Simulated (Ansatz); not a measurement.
# Ag+ with H₂O: structure and interaction energy

How do Ag+ and H₂O sit together, how strongly do they interact, and which methods get it right?

The runs use Ansatz 0.2.0, Gaussian basis; PBE0-D4 structure, single points in def2-TZVPPD.

Levels: PBE-D4, revPBE-D4, BLYP-D4, r2SCAN-D4, B97M-V, PBE0-D4, B3LYP-D4, HSE06-D4, wB97X-V, wB97M-V, B2PLYP, Hartree-Fock, MP2, CCSD, CCSD(T). The reference is CCSD(T) extrapolated to the basis limit. For elements past Ar these valence bases correlate outer-core shells poorly, so that limit is rough.

Correlated methods freeze the cores. Filled d shells of the heavier atoms are correlated. Core potentials replace the inner electrons past krypton, and spin-orbit coupling is left out. B3LYP uses VWN-RPA correlation. B2PLYP carries no dispersion term here.

163 further runs of the same task are left out: 163 set aside as unsound or not needed.

### Step 1. The starting structure

The pair, from a GFN2-xTB docking trial: 4 atoms, charge 1, spin multiplicity 1.

Atoms are counted from 1 here; the program's logs count them from 0.

Bond lengths: Ag1–O2 2.254 Å, O2–H3 0.967 Å, O2–H4 0.966 Å. Angles: Ag1–O2–H3 124.8°, Ag1–O2–H4 127.6°, H3–O2–H4 106.4°.

Geometry (Å):

```xyz
4
AgH2O
Ag   -0.0676   -0.0103   -1.9753
O    -0.0218   -0.0442    0.2779
H    -0.5202    0.5569    0.8490
H     0.6095   -0.5024    0.8485
```

Atoms 1 to 1 are fragment A (Ag+), the rest fragment B (H₂O).

### Step 2. A first relaxation in a small basis

The input, pre/in.yaml:

```yaml
crystal:
  periodic: [false, false, false]
  atoms:
    - {symbol: Ag, position_ang: [-0.067600, -0.010300, -1.975300]}
    - {symbol: O, position_ang: [-0.021800, -0.044200, 0.277900]}
    - {symbol: H, position_ang: [-0.520200, 0.556900, 0.849000]}
    - {symbol: H, position_ang: [0.609500, -0.502400, 0.848500]}
basis:
  gaussian: {orbitals: def2-SVP}
total_charge: 1
hamiltonian: {xc: pbe, dispersion: d4}
relax: {f_tol: 0.03, max_steps: 250}
```

Started as:

```bash
> ansatz run in.yaml --threads 2 --pin off --events-out ev --progress --plain --max-ram 5222MiB
```

Further steps of the session: Relaxation at PBE0-D4; wB97X-V/def2-TZVPPD; wB97M-V/def2-TZVPPD; B2PLYP/def2-TZVPPD; B97M-V/def2-TZVPPD; CCSD(T)/def2-TZVPPD; MP2/def2-QZVPPD; SPW92/def2-SVP; wB97M-V/def2-SVP; CCSD(T)/def2-SVP; Vibrations of the pair.

**Question.** What will these runs give? Wanted: interaction energy, CCSD(T)/CBS; of it Hartree-Fock; D4 term of PBE0-D4; shortest contact; lowest wavenumber.

**Answer**, as computed:

| quantity | value |
| --- | --- |
| interaction energy, CCSD(T)/CBS | -30.48 kcal/mol |
| of it Hartree-Fock (basis limit) | -23.08 kcal/mol |
| D4 term of PBE0-D4 | -0.54 kcal/mol |
| shortest contact | Ag1–O2 2.21 Å |
| lowest wavenumber | 128 cm⁻¹ |

What this shows: The pair is bound by 30.48 kcal/mol at fixed fragment shapes. Hartree-Fock gives 76 % of it, so electrostatics, induction and charge transfer lead. HSE06-D4 is the best functional here (-0.31 kcal/mol from CCSD(T)/CBS); r2SCAN-D4 is the worst (-3.17 kcal/mol). Mean unsigned error by rung: GGA 1.55, meta-GGA 2.29, hybrid 0.60, screened hybrid 0.31, range-separated hybrid 0.42, double hybrid 0.84 kcal/mol. PBE-D4 gives an interaction energy 2.23 kcal/mol too low, an error of 7 % of the reference. CCSD(T) moves by -2.86 kcal/mol from triple zeta to the limit; gaps between functionals far smaller than that don't rank them. A lower arrangement may exist.
